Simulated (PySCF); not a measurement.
# C₅H₉FOS: magnetic properties

Aim: compute the magnetic properties of C₅H₉FOS (`COCSC1(F)CC1`).

Programs: PySCF 2.14.0, with routines of our own; each step states its level. All values are computed. Atoms count from 0.

### Step 1. The system as given

17 atoms, charge 0, multiplicity 1; geometry from: GFN2-xTB.

### Step 2. Magnetic properties: GIAO KT3/pcSseg-1

The job: settings as JSON, then the geometry in Å.

```
{"job": {"kind": "mag", "xc": "KT3", "basis": "pcSseg-1", "isotopologues": 2}, "charge": 0, "multiplicity": 1}
C      2.659254    -0.619750     0.088860
O      1.797077     0.225829     0.819717
C      1.114860     1.140687     0.058977
S     -0.156276     0.392250    -1.062956
C     -1.156489    -0.463380     0.149650
F     -0.614738    -1.660645     0.521386
C     -1.917238     0.288846     1.191934
C     -2.646459    -0.398540     0.070199
H      2.095481    -1.229276    -0.624441
H      3.142347    -1.266091     0.817338
H      3.411514    -0.035127    -0.453131
H      0.592656     1.810507     0.743136
H      1.761412     1.707686    -0.623384
H     -1.960950    -0.149127     2.177620
H     -1.859944     1.366423     1.183392
H     -3.190564    -1.303848     0.292689
H     -3.078940     0.205584    -0.711435
```

Method: GIAO KT3/pcSseg-1 magnetisability, rotational g tensor and spin-rotation constants, non-relativistic, gas phase.

Started as:

```console
$ OMP_NUM_THREADS=1 python excited_run.py task.json out
```

One launch serves the whole session: the jobs run in the order shown.

The program printed:

```text
coarse grid: 14808 points
cycle   1  E = -777.0155263190  dE =  9.707e-01  |g| = 8.828e-01  |ddm| = 3.671e+00
cycle   2  E = -776.6321268578  dE =  3.834e-01  |g| = 1.675e+00  |ddm| = 2.369e+00
cycle   3  E = -777.1450573359  dE = -5.129e-01  |g| = 2.458e-01  |ddm| = 1.880e+00
cycle   4  E = -777.1588171947  dE = -1.376e-02  |g| = 7.195e-02  |ddm| = 3.451e-01
cycle   5  E = -777.1597895550  dE = -9.724e-04  |g| = 2.912e-02  |ddm| = 8.141e-02
cycle   6  E = -777.1599792116  dE = -1.897e-04  |g| = 7.552e-03  |ddm| = 3.437e-02
cycle   7  E = -777.1599921771  dE = -1.297e-05  |g| = 1.823e-03  |ddm| = 8.489e-03
cycle   8  E = -777.1599928639  dE = -6.868e-07  |g| = 6.644e-04  |ddm| = 2.454e-03
final grid: 138952 points
cycle   9  E = -777.2602345460  dE = -2.243e-04  |g| = 3.009e-02  |ddm| = 5.927e-02
cycle  10  E = -777.2598646638  dE =  3.699e-04  |g| = 5.559e-02  |ddm| = 6.088e-02
cycle  11  E = -777.2603658083  dE = -5.011e-04  |g| = 3.071e-03  |ddm| = 4.348e-02
cycle  12  E = -777.2603671348  dE = -1.327e-06  |g| = 1.883e-03  |ddm| = 4.524e-03
cycle  13  E = -777.2603677923  dE = -6.575e-07  |g| = 2.068e-04  |ddm| = 1.853e-03
cycle  14  E = -777.2603678008  dE = -8.519e-09  |g| = 8.128e-05  |ddm| = 3.451e-04
cycle  15  E = -777.2603678024  dE = -1.530e-09  |g| = 2.378e-05  |ddm| = 1.043e-04
cycle  16  E = -777.2603678025  dE = -1.451e-10  |g| = 6.588e-06  |ddm| = 3.774e-05
converged SCF energy = -777.2603678025

Magnetisability tensor (1e-30 J/T^2)
    -1338.17       41.19        5.91
       41.19    -1493.28      112.28
        5.91      112.28    -1327.87
isotropic -1386.44   principal values   -1555.43  -1340.78  -1263.11
isotropic susceptibility -83.493 1e-6 cm^3/mol

Inertial axes            a          b          c
rot. const./GHz      2.9877     1.1857     1.0759
chi total           -80.251    -93.239    -76.990
chi diamagnetic    -499.099  -1136.235  -1223.393
chi paramagnetic    418.848   1042.996   1146.403
quadrupole/D A        7.879     -3.771     -4.108
g nuclear            0.5623     0.5819     0.5722
g electronic        -0.5879    -0.5810    -0.5795
g total             -0.0256     0.0009    -0.0073

Spin-rotation constants (kHz, H = +C I.J)
atom  isotope        aa         bb         cc
  5    19F        2.838      0.379      1.286
  8     1H       -0.148     -0.113      0.009
  9     1H       -0.256      0.041     -0.111
 10     1H       -0.048     -0.043     -0.124
 11     1H       -0.174     -0.121      0.045
 12     1H       -0.058     -0.032     -0.101
 13     1H       -0.333     -0.034     -0.061
 14     1H       -0.311     -0.053     -0.061
 15     1H       -0.126     -0.062     -0.111
 16     1H       -0.260     -0.017     -0.109
  0    13C*       0.600      0.258      0.201
  1    17O*      -0.289     -0.132     -0.102
  2    13C*       0.756      0.236      0.294
  3    33S*       0.756      0.306      0.408
  4    13C*       0.931      0.182      0.313
  6    13C*       0.441      0.098      0.213
* in the singly substituted isotopologue

Isotopologues: g along a, b, c
2H    at 8,9,10,11,12,1    -0.0227     0.0008    -0.0064
13C   at 0                 -0.0255     0.0009    -0.0072
```

Run time: 36 s. Hardware: 1 thread of AMD EPYC 9R14, shared host; peak memory 0.74 GiB.

From this job:

| quantity | value |
| --- | --- |
| magnetisability | -1386·10⁻³⁰ J/T² |
| molar susceptibility | -83.5·10⁻⁶ cm³/mol |
| rotational g (a, b, c) | -0.0256, 0.0009, -0.0073 |

### Step 3. Magnetic properties: common gauge origin PBE0/3-21G

Settings changed since step 2:

```diff
@@ -1,2 +1,2 @@
-{"job": {"kind": "mag", "xc": "KT3", "basis": "pcSseg-1", "isotopologues": 2}, "charge": 0, "multiplicity": 1}
+{"job": {"kind": "mag", "xc": "PBE0", "basis": "3-21G", "gauge": [0, 0, 0], "scf": {"level_shift": 0.3}}, "charge": 0, "multiplicity": 1}
 C      2.659254    -0.619750     0.088860
```

With the program's defaults for keys left out, this is: common gauge origin PBE0/3-21G magnetisability, rotational g tensor and spin-rotation constants, non-relativistic, gas phase.

The program printed:

```text
final grid: 138952 points
cycle   1  E = -764.4134301217  dE =  8.918e-01  |g| = 8.350e-01  |ddm| = 3.958e+00
cycle   2  E = -764.4986890335  dE = -8.526e-02  |g| = 7.138e-01  |ddm| = 1.463e+00
cycle   3  E = -764.5741986636  dE = -7.551e-02  |g| = 1.673e-01  |ddm| = 3.470e-01
cycle   4  E = -764.5801535496  dE = -5.955e-03  |g| = 3.986e-02  |ddm| = 1.517e-01
cycle   5  E = -764.5804601042  dE = -3.066e-04  |g| = 4.489e-03  |ddm| = 4.826e-02
cycle   6  E = -764.5804705180  dE = -1.041e-05  |g| = 2.071e-03  |ddm| = 1.267e-02
cycle   7  E = -764.5804726135  dE = -2.096e-06  |g| = 6.666e-04  |ddm| = 5.290e-03
cycle   8  E = -764.5804729796  dE = -3.661e-07  |g| = 3.636e-04  |ddm| = 2.502e-03
cycle   9  E = -764.5804730673  dE = -8.769e-08  |g| = 1.574e-04  |ddm| = 1.210e-03
cycle  10  E = -764.5804730878  dE = -2.052e-08  |g| = 6.153e-05  |ddm| = 5.837e-04
cycle  11  E = -764.5804730921  dE = -4.242e-09  |g| = 2.896e-05  |ddm| = 2.767e-04
cycle  12  E = -764.5804730930  dE = -9.366e-10  |g| = 1.291e-05  |ddm| = 1.288e-04
level shift removed, Fock matrix diagonalised once more
converged SCF energy = -764.5804730930

Magnetisability tensor (1e-30 J/T^2)
    -5786.15      733.79      -78.78
      733.79   -11345.87     -145.27
      -78.78     -145.27   -11197.96
isotropic -9443.33   principal values  -11500.66 -11140.09  -5689.23
isotropic susceptibility -568.691 1e-6 cm^3/mol

Inertial axes            a          b          c
rot. const./GHz      2.9877     1.1857     1.0759
chi total          -342.981   -676.649   -686.442
chi diamagnetic    -499.698  -1136.003  -1223.076
chi paramagnetic    156.717    459.354    536.634
quadrupole/D A        8.867     -4.194     -4.674
g nuclear            0.5623     0.5819     0.5722
g electronic        -0.2200    -0.2559    -0.2712
g total              0.3423     0.3260     0.3009

Spin-rotation constants (kHz, H = +C I.J)
atom  isotope        aa         bb         cc
  5    19F        1.001      0.266      0.373
  8     1H       -0.493     -0.701     -0.652
  9     1H        0.060      0.335      0.460
 10     1H       -0.797      0.761      0.427
 11     1H       -0.097     -0.570     -0.496
 12     1H       -0.052     -0.043      0.173
 13     1H       -0.187      0.044     -0.121
 14     1H       -0.281     -0.196     -0.431
 15     1H       -0.522      0.592      0.349
 16     1H       -0.508      0.259      0.103
  0    13C*       0.191      0.165      0.139
  1    17O*      -0.198     -0.129     -0.018
  2    13C*       0.206     -0.041      0.045
  3    33S*       0.614      0.251      0.336
  4    13C*       0.009     -0.118     -0.116
  6    13C*      -0.001     -0.026      0.057
* in the singly substituted isotopologue
```

It took 4.8 s on 1 thread of AMD EPYC 9R14, shared host; peak memory 0.57 GiB.

The run ended normally, but its values are not to be used for the molecule: a common gauge origin replaces GIAOs, so the magnetic properties depend on where the origin lies.

### Step 4. Magnetic properties: common gauge origin KT3/STO-3G

Settings changed since step 3:

```diff
@@ -1,2 +1,2 @@
-{"job": {"kind": "mag", "xc": "PBE0", "basis": "3-21G", "gauge": [0, 0, 0], "scf": {"level_shift": 0.3}}, "charge": 0, "multiplicity": 1}
+{"job": {"kind": "mag", "xc": "KT3", "basis": "STO-3G", "gauge": [10, 10, 10], "scf": {"max_cycle": 50}}, "charge": 0, "multiplicity": 1}
 C      2.659254    -0.619750     0.088860
```

Method: common gauge origin KT3/STO-3G magnetisability, rotational g tensor and spin-rotation constants, non-relativistic, gas phase.

The program printed:

```text
final grid: 138952 points
cycle   1  E = -768.0695598701  dE =  9.172e-01  |g| = 5.676e-01  |ddm| = 5.279e+00
cycle   2  E = -767.9039557367  dE =  1.656e-01  |g| = 9.869e-01  |ddm| = 2.150e+00
cycle   3  E = -768.1801598900  dE = -2.762e-01  |g| = 8.412e-02  |ddm| = 1.369e+00
cycle   4  E = -768.1827534659  dE = -2.594e-03  |g| = 4.189e-02  |ddm| = 2.489e-01
cycle   5  E = -768.1834054166  dE = -6.520e-04  |g| = 8.616e-03  |ddm| = 7.879e-02
cycle   6  E = -768.1834299164  dE = -2.450e-05  |g| = 1.746e-03  |ddm| = 1.412e-02
cycle   7  E = -768.1834308331  dE = -9.167e-07  |g| = 2.882e-04  |ddm| = 2.662e-03
cycle   8  E = -768.1834308597  dE = -2.668e-08  |g| = 9.558e-05  |ddm| = 5.316e-04
cycle   9  E = -768.1834308627  dE = -2.949e-09  |g| = 1.025e-05  |ddm| = 1.513e-04
cycle  10  E = -768.1834308627  dE = -3.092e-11  |g| = 6.023e-06  |ddm| = 2.607e-05
converged SCF energy = -768.1834308627

Magnetisability tensor (1e-30 J/T^2)
  -817918.20   406865.78   396013.10
   406865.78  -856733.07   437182.68
   396013.10   437182.68  -842639.22
isotropic -839096.83   principal values -1288387.68-1216518.01 -12384.80
isotropic susceptibility -50531.593 1e-6 cm^3/mol

Inertial axes            a          b          c
rot. const./GHz      2.9877     1.1857     1.0759
chi total        -46257.147 -77217.730 -28119.902
chi diamagnetic    -490.031  -1130.878  -1217.367
chi paramagnetic -45767.116 -76086.852 -26902.535
quadrupole/D A        4.056     -1.292     -2.764
g nuclear            0.5623     0.5819     0.5722
g electronic        64.2390    42.3829    13.5984
g total             64.8013    42.9648    14.1706

Spin-rotation constants (kHz, H = +C I.J)
atom  isotope        aa         bb         cc
  5    19F        0.109      2.167      2.487
  8     1H       22.973      7.403     -1.457
  9     1H        1.216     -4.642     -2.994
 10     1H        3.909     -4.358     -6.518
 11     1H      -29.067    -11.237     -0.287
 12     1H       -3.186     -7.004     -6.328
 13     1H      -18.454     -5.599      3.083
 14     1H      -23.551     -8.070      0.206
 15     1H        7.819     11.714      7.506
 16     1H        4.106      9.155      4.776
  0    13C*       2.934     -0.033     -0.889
  1    17O*       1.784      0.963     -0.099
  2    13C*      -3.006     -1.738     -0.630
  3    33S*       0.827      0.552      0.369
  4    13C*      -0.416      0.350      0.321
  6    13C*      -5.133     -1.188      0.787
* in the singly substituted isotopologue
```

Run time: 4.7 s. Hardware: 1 thread of AMD EPYC 9R14, shared host; peak memory 0.39 GiB.

A normal end doesn't make this result sound: a common gauge origin replaces GIAOs, so the magnetic properties depend on where the origin lies; the basis STO-3G is minimal.

### Step 5. Results

```
                                          quantity                               value
       magnetisability (step 2, GIAO KT3/pcSseg-1)                    -1386·10⁻³⁰ J/T²
  molar susceptibility (step 2, GIAO KT3/pcSseg-1)                  -83.5·10⁻⁶ cm³/mol
rotational g (a, b, c) (step 2, GIAO KT3/pcSseg-1)            -0.0256, 0.0009, -0.0073
                                              runs  0 failed, 2 ended on unsound input
```

What this shows: The values above hold for this geometry and these levels alone. Vibrational averaging and real surroundings are missing from these values.
